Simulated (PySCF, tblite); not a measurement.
**CH9FGeSi2, a small molecule taken as a stand-in for a surface group: NMR shifts, core binding energies and electronic excitations**

Aim: the NMR shifts, core binding energies and electronic excitations of `[CH3][Ge]([F])([SiH3])[SiH3]`.

Programs: tblite 0.8.0 and PySCF 2.14.0. All values are calculated, for the isolated system unless a continuum is named. Atoms count from 0, parts from 1.

## 1. Starting point

14 atoms, charge 0, multiplicity 1; geometry: distance geometry start.

## 2. Relaxing the cluster with GFN2-xTB

What the job is given:

```
{"job": {"kind": "relax", "xc": "GFN2-xTB", "basis": "xTB"}, "charge": 0, "multiplicity": 1}
Ge    -0.823697    -0.105425    -0.678583
Si     0.400242    -1.016574     1.050839
Si    -0.138652     2.055810    -1.064347
F     -2.548534    -0.144983    -0.286402
C     -0.530163    -1.167434    -2.291468
H     -0.084093    -2.336036     1.321443
H      0.249501    -0.192739     2.198284
H      1.784499    -1.108525     0.701372
H     -1.179177     2.933437    -0.706525
H      1.017865     2.339194    -0.272067
H      0.216517     2.242245    -2.437455
H     -0.254603    -2.140488    -2.037561
H     -1.366985    -1.177493    -2.869081
H      0.258049    -0.752400    -2.846603
```

Method: GFN2-xTB geometry optimisation, gas phase.

Run with:

```bash
OMP_NUM_THREADS=1 python cluster_run.py task.json out
```

This one command runs all jobs of the session in turn.

Log:

```text
step      E/eV     max force
  0    -459.50677    2.869
  1    -459.69852    0.781
  2    -459.76950    0.711
  3    -459.82083    0.623
  4    -459.85812    0.456
  5    -459.88476    0.347
  6    -459.90359    0.331
  7    -459.91877    0.319
  8    -459.93614    0.371
  9    -459.95483    0.364
 10    -459.97077    0.409
 11    -459.98147    0.369
 12    -459.98801    0.232
 13    -459.99378    0.259
 14    -459.99876    0.179
 15    -460.00206    0.194
 16    -460.00436    0.138
 17    -460.00668    0.225
 18    -460.00958    0.269
 19    -460.01268    0.218
 20    -460.01510    0.158
 21    -460.01682    0.136
 22    -460.01846    0.158
 23    -460.02056    0.242
 24    -460.02367    0.293
 25    -460.02817    0.282
 26    -460.03338    0.192
 27    -460.03731    0.177
 28    -460.03946    0.144
 29    -460.04093    0.122
 30    -460.04277    0.150
 31    -460.04572    0.213
 32    -460.04942    0.236
 33    -460.05244    0.171
 34    -460.05403    0.078
 35    -460.05483    0.068
 36    -460.05557    0.082
 37    -460.05646    0.117
 38    -460.05738    0.111
 39    -460.05824    0.070
 40    -460.05897    0.060
 41    -460.05950    0.051
 42    -460.05981    0.039
 43    -460.06000    0.030
 44    -460.06015    0.033
 45    -460.06033    0.032
 46    -460.06053    0.037
 47    -460.06075    0.046
 48    -460.06101    0.049
 49    -460.06136    0.050
 50    -460.06184    0.055
 51    -460.06234    0.049
 52    -460.06269    0.041
 53    -460.06290    0.036
 54    -460.06310    0.038
 55    -460.06340    0.045
 56    -460.06392    0.067
 57    -460.06473    0.073
 58    -460.06562    0.064
 59    -460.06634    0.069
 60    -460.06691    0.053
 61    -460.06731    0.049
 62    -460.06765    0.044
 63    -460.06796    0.064
 64    -460.06826    0.066
 65    -460.06851    0.046
 66    -460.06867    0.035
 67    -460.06875    0.020
 68    -460.06881    0.018
 69    -460.06888    0.022
 70    -460.06896    0.031
 71    -460.06906    0.030
 72    -460.06916    0.026
 73    -460.06923    0.022
 74    -460.06929    0.018
 75    -460.06933    0.016
 76    -460.06937    0.016
 77    -460.06942    0.018
 78    -460.06948    0.022
 79    -460.06954    0.026
 80    -460.06961    0.027
 81    -460.06970    0.026
 82    -460.06984    0.033
 83    -460.07002    0.038
 84    -460.07022    0.030
 85    -460.07040    0.032
 86    -460.07061    0.035
 87    -460.07091    0.054
 88    -460.07132    0.094
 89    -460.06891    0.258
 90    -460.07189    0.052
 91    -460.07215    0.036
 92    -460.07263    0.051
 93    -460.07273    0.033
 94    -460.07295    0.023
 95    -460.07309    0.023
 96    -460.07320    0.022
 97    -460.07328    0.027
 98    -460.07338    0.035
 99    -460.07348    0.028
100    -460.07358    0.032
101    -460.07368    0.029
102    -460.07376    0.018
103    -460.07382    0.023
104    -460.07388    0.023
105    -460.07392    0.019
106    -460.07396    0.013
107    -460.07398    0.011
108    -460.07401    0.009
109    -460.07403    0.010
110    -460.07405    0.008
```

Run time: 1.8 s. Hardware: 1 thread of Intel Xeon Platinum 8488C, shared host.

Along the way:

| step | energy from step 0 (eV) | largest force (eV/Å) |
| --- | --- | --- |
| 0 | 0.0000 | 2.8692 |
| 4 | -0.3513 | 0.4557 |
| 8 | -0.4294 | 0.3716 |
| 12 | -0.4812 | 0.2314 |
| 16 | -0.4976 | 0.1384 |
| 20 | -0.5083 | 0.1584 |
| 24 | -0.5169 | 0.2928 |
| 28 | -0.5327 | 0.1443 |
| 32 | -0.5426 | 0.2363 |
| 36 | -0.5488 | 0.0824 |
| 40 | -0.5522 | 0.0594 |
| 44 | -0.5534 | 0.0332 |
| 48 | -0.5542 | 0.0484 |
| 52 | -0.5559 | 0.0411 |
| 56 | -0.5571 | 0.0670 |
| 60 | -0.5601 | 0.0533 |
| 64 | -0.5615 | 0.0653 |
| 68 | -0.5620 | 0.0175 |
| 72 | -0.5624 | 0.0261 |
| 76 | -0.5626 | 0.0161 |
| 80 | -0.5628 | 0.0277 |
| 84 | -0.5634 | 0.0299 |
| 88 | -0.5645 | 0.0933 |
| 92 | -0.5659 | 0.0503 |
| 96 | -0.5664 | 0.0217 |
| 100 | -0.5668 | 0.0320 |
| 104 | -0.5671 | 0.0233 |
| 108 | -0.5672 | 0.0092 |
| 110 | -0.5673 | 0.0077 |

Distances of close pairs at the start and the end, largest changes first:

| bond | before (Å) | after (Å) | change (Å) |
| --- | --- | --- | --- |
| Ge0–Si2 | 2.300 | 2.390 | +0.090 |
| Ge0–Si1 | 2.306 | 2.386 | +0.080 |
| C4–H12 | 1.017 | 1.087 | +0.071 |
| Ge0–F3 | 1.769 | 1.827 | +0.057 |
| Si2–H8 | 1.407 | 1.461 | +0.053 |
| Ge0–C4 | 1.953 | 2.002 | +0.049 |
| C4–H11 | 1.043 | 1.088 | +0.045 |
| Si1–H6 | 1.421 | 1.464 | +0.043 |

## 3. Optimising the geometry at PBE0-D3(BJ)/def2-SVP

What the job is given:

```
{"job": {"xc": "PBE0", "basis": "def2-SVP", "d3": "d3bj", "grid": 2, "kind": "geom", "shake": 0.01}, "charge": 0, "multiplicity": 1}
Ge    -0.254354    -0.011067     0.100916
Si     0.666853    -1.198091     1.921088
Si    -0.060126     2.320740    -0.483549
F     -2.021100    -0.074017     0.495269
C     -0.280315    -1.132177    -1.559819
H      0.080538    -2.521817     2.054606
H      0.520789    -0.471984     3.185728
H      2.124265    -1.342681     1.664426
H     -1.210866     3.115349    -0.071355
H      1.137823     2.866172     0.214280
H      0.165922     2.457906    -1.910259
H     -0.632776    -2.125660    -1.318294
H     -0.951448    -0.690119    -2.323626
H      0.708317    -1.207163    -1.954999
```

Log:

```text
step   0  E = -2798.18256235  max force = 0.038051
step   1  E = -2798.19119458  max force = 0.014338
step   2  E = -2798.19209075  max force = 0.006331
step   3  E = -2798.19235818  max force = 0.004950
step   4  E = -2798.19273046  max force = 0.001271
step   5  E = -2798.19280028  max force = 0.000917
step   6  E = -2798.19285621  max force = 0.000625
step   7  E = -2798.19287142  max force = 0.000445
step   8  E = -2798.19289416  max force = 0.000477
step   9  E = -2798.19292871  max force = 0.000864
step  10  E = -2798.19301579  max force = 0.001502
step  11  E = -2798.19314525  max force = 0.002116
step  12  E = -2798.19329521  max force = 0.001789
step  13  E = -2798.19369105  max force = 0.000877
step  14  E = -2798.19374871  max force = 0.001070
step  15  E = -2798.19386579  max force = 0.000581
step  16  E = -2798.19387660  max force = 0.000365
optimisation converged
```

It took 3 min on 1 thread of Intel Xeon Platinum 8488C, shared host; peak memory 0.74 GiB.

Step by step:

| step | energy from step 0 (eV) | largest force component (eV/Å) |
| --- | --- | --- |
| 0 | 0.0000 | 1.9567 |
| 1 | -0.2349 | 0.7373 |
| 2 | -0.2593 | 0.3256 |
| 3 | -0.2666 | 0.2545 |
| 4 | -0.2767 | 0.0654 |
| 5 | -0.2786 | 0.0472 |
| 6 | -0.2801 | 0.0321 |
| 7 | -0.2805 | 0.0229 |
| 8 | -0.2811 | 0.0245 |
| 9 | -0.2821 | 0.0444 |
| 10 | -0.2845 | 0.0772 |
| 11 | -0.2880 | 0.1088 |
| 12 | -0.2921 | 0.0920 |
| 13 | -0.3028 | 0.0451 |
| 14 | -0.3044 | 0.0550 |
| 15 | -0.3076 | 0.0299 |
| 16 | -0.3079 | 0.0188 |

Distances of close pairs at the start and the end, largest changes first:

| bond | before (Å) | after (Å) | change (Å) |
| --- | --- | --- | --- |
| Ge0–C4 | 2.004 | 1.949 | -0.055 |
| Ge0–F3 | 1.811 | 1.764 | -0.047 |
| Si2–H10 | 1.451 | 1.495 | +0.044 |
| Si1–H5 | 1.454 | 1.495 | +0.041 |
| Si2–H8 | 1.458 | 1.494 | +0.036 |
| C4–H13 | 1.067 | 1.100 | +0.033 |
| Ge0–Si1 | 2.360 | 2.389 | +0.029 |
| Si1–H6 | 1.466 | 1.493 | +0.028 |

The next job starts from the end point, and lists it.

| at the end point | value |
| --- | --- |
| rotational constants (GHz, main isotopes) | 2.184, 1.465, 1.225 |
| dipole moment (D) | 2.18 |

## 4. Nuclear shieldings: PBE0/pcSseg-1

What the job is given:

```
{"job": {"kind": "nmr", "xc": "PBE0", "basis": "pcSseg-1"}, "charge": 0, "multiplicity": 1}
Ge    -0.481894    -0.078064     0.007188
Si     0.618608    -1.036027     1.899514
Si     0.128940     2.194255    -0.412895
F     -2.191957    -0.027795     0.438752
C     -0.382985    -1.187126    -1.592445
H      0.218068    -2.464854     2.078492
H      0.270166    -0.263641     3.129308
H      2.098336    -0.970666     1.686179
H     -0.109548     3.026477     0.804214
H      1.583353     2.251084    -0.761007
H     -0.665595     2.743623    -1.553396
H     -0.769591    -2.194240    -1.380487
H     -0.982507    -0.737233    -2.396967
H      0.660389    -1.270112    -1.932164
```

Level: GIAO PBE0/pcSseg-1 NMR shielding, non-relativistic, gas phase.

Log:

```text
coarse grid: 52968 points
cycle   1  E = -2798.3686480433  dE = -7.859e-01  |g| = 1.062e+00  |ddm| = 3.336e+00
cycle   2  E = -2798.1736600128  dE =  1.950e-01  |g| = 1.512e+00  |ddm| = 1.511e+00
cycle   3  E = -2798.4756660045  dE = -3.020e-01  |g| = 2.473e-01  |ddm| = 1.114e+00
cycle   4  E = -2798.4843626374  dE = -8.697e-03  |g| = 6.850e-02  |ddm| = 1.832e-01
cycle   5  E = -2798.4849776096  dE = -6.150e-04  |g| = 1.009e-02  |ddm| = 5.381e-02
cycle   6  E = -2798.4850045061  dE = -2.690e-05  |g| = 3.376e-03  |ddm| = 1.388e-02
cycle   7  E = -2798.4850070740  dE = -2.568e-06  |g| = 6.618e-04  |ddm| = 3.074e-03
final grid: 108056 points
cycle   8  E = -2798.4850012618  dE = -5.910e-09  |g| = 8.071e-04  |ddm| = 1.891e-03
cycle   9  E = -2798.4850012047  dE =  5.704e-08  |g| = 1.047e-03  |ddm| = 1.738e-03
cycle  10  E = -2798.4850013810  dE = -1.762e-07  |g| = 7.826e-05  |ddm| = 8.792e-04
cycle  11  E = -2798.4850013823  dE = -1.351e-09  |g| = 2.441e-05  |ddm| = 8.874e-05
cycle  12  E = -2798.4850013824  dE = -7.776e-11  |g| = 2.024e-06  |ddm| = 1.794e-05
converged SCF energy = -2798.4850013824

GIAO shielding tensors (ppm)
atom      isotropic    diamagn.    paramagn.     s11        s22        s33       span
  0 Ge    1207.097    2759.517   -1552.420   1055.610   1061.262   1504.420    448.810
  1 Si     451.414     880.045    -428.632    437.744    449.951    466.547     28.803
  2 Si     451.575     880.073    -428.498    438.112    449.957    466.655     28.543
  3 F      425.480     478.312     -52.832    367.333    423.457    485.650    118.316
  4 C      179.523     254.909     -75.386    162.414    187.020    189.135     26.722
  5 H       27.471      28.227      -0.756     23.760     25.407     33.246      9.486
  6 H       27.466      28.259      -0.793     23.843     25.477     33.078      9.236
  7 H       27.772      28.535      -0.763     24.381     25.727     33.208      8.828
  8 H       27.495      28.290      -0.795     23.827     25.535     33.123      9.296
  9 H       27.782      28.554      -0.772     24.410     25.707     33.228      8.818
 10 H       27.458      28.245      -0.786     23.777     25.378     33.219      9.442
 11 H       30.115      30.244      -0.129     25.208     27.599     37.536     12.328
 12 H       30.111      30.291      -0.180     25.196     27.672     37.465     12.269
 13 H       31.062      31.439      -0.377     26.711     27.950     38.525     11.814
```

It took 27 s on 1 thread of Intel Xeon Platinum 8488C, shared host; peak memory 0.91 GiB.

Shifts follow as δ = σ(reference) − σ, with reference shieldings (ppm) from runs at the same level and on the same kind of geometry: 1H TMS 31.27, 13C TMS 184.4, 29Si TMS 352.0, 19F CFCl3 177.2, 73Ge GeMe4 1330. The references are single molecules in the gas phase, so shifts against H2O, NH3, PH3, H3PO4 or CFCl3 are not on the usual liquid scales and can be off by tens of ppm. Atoms listed in one row are averaged.

| atoms | environment | σ (ppm) | δ (ppm) |
| --- | --- | --- | --- |
| C4 | carbon bonded to Ge, 3 H | 179.5 | 4.9 |
| H10 | hydrogen on a silicon bonded to Ge | 27.46 | 3.81 |
| H6 | hydrogen on a silicon bonded to Ge | 27.47 | 3.80 |
| H5 | hydrogen on a silicon bonded to Ge | 27.47 | 3.80 |
| H8 | hydrogen on a silicon bonded to Ge | 27.49 | 3.77 |
| H7 | hydrogen on a silicon bonded to Ge | 27.77 | 3.50 |
| H9 | hydrogen on a silicon bonded to Ge | 27.78 | 3.49 |
| H12 | hydrogen on a carbon bonded to Ge | 30.11 | 1.16 |
| H11 | hydrogen on a carbon bonded to Ge | 30.11 | 1.15 |
| H13 | hydrogen on a carbon bonded to Ge | 31.06 | 0.21 |
| Ge0 | germanium bonded to C, F, 2 Si | 1207 | 123 |
| Si1, Si2 | silicon bonded to Ge, 3 H | 451.5 | -99.5 |
| F3 | fluorine bonded to Ge | 425.5 | -248.2 |

The run also stored atomic charges by several schemes (e):

| atoms | Mulliken | IAO | Hirshfeld | ESP fit |
| --- | --- | --- | --- | --- |
| Ge0 | 0.25 | 0.73 | 0.32 | 0.54 |
| Si1, Si2 | 0.36 | 0.27 | 0.21 | 0.11 |
| F3 | -0.51 | -0.54 | -0.27 | -0.36 |
| C4 | -0.56 | -0.68 | -0.20 | -0.59 |

Mayer bond orders: Ge0–Si1 0.87, Ge0–Si2 0.88, Ge0–F3 0.76, Ge0–C4 0.98.

The fields below are evaluated on a grid from the run's orbitals.

Frontier orbitals at PBE0/pcSseg-1, with the share of their density that lies nearest to each atom:

| orbital | energy (eV) | lies on |
| --- | --- | --- |
| HOMO | -7.77 | Ge0 27 %; Si1, Si2 about 19 % each; F3 9 % |
| LUMO | -0.60 | Ge0 28 %; F3 15 %; Si1, Si2 about 9 % each |

ELF in a plane through or near 7 of the atoms.

Values, 10 rows by 14 columns:
```
0.00 0.00 0.00 0.00 0.00 0.00 0.00 0.00 0.00 0.00 0.00 0.00 0.00 0.00
0.00 0.00 0.00 0.00 0.05 0.04 0.00 0.00 0.00 0.02 0.01 0.00 0.00 0.00
0.00 0.00 0.00 0.53 1.00 1.00 0.15 0.00 0.59 1.00 0.98 0.10 0.00 0.00
0.00 0.00 0.03 0.30 0.99 0.97 0.15 0.04 0.48 1.00 0.95 0.11 0.00 0.00
0.00 0.05 0.97 0.99 0.20 0.39 0.73 0.34 0.91 0.08 0.76 0.97 0.45 0.00
0.00 0.04 0.99 1.00 0.67 0.69 0.32 0.55 0.50 0.52 0.99 1.00 0.78 0.00
0.00 0.00 0.02 0.06 0.01 0.08 0.64 0.83 0.24 0.01 0.05 0.26 0.01 0.00
0.00 0.00 0.00 0.00 0.11 0.99 0.95 0.72 0.99 0.63 0.00 0.00 0.00 0.00
0.00 0.00 0.00 0.00 0.00 0.63 0.33 0.15 0.81 0.10 0.00 0.00 0.00 0.00
0.00 0.00 0.00 0.00 0.00 0.00 0.00 0.00 0.00 0.00 0.00 0.00 0.00 0.00
```
The map spans 11.6 Å across and 10.3 Å up, centred on the molecule. Atoms in the plane (x, y in Å): Ge0 (0.0, -0.2), H5 (3.2, 0.1), H6 (2.1, 2.3), H8 (-1.9, 2.4), H10 (-3.2, 0.3), H11 (0.8, -2.6), H12 (-1.0, -2.5).

On the surface of density 0.002 e/bohr³ the electrostatic potential runs, from the 1st to the 99th percentile, from -1.45 V near F3 to 1.27 V near H13.

(Part 1 of 2 ends here.)
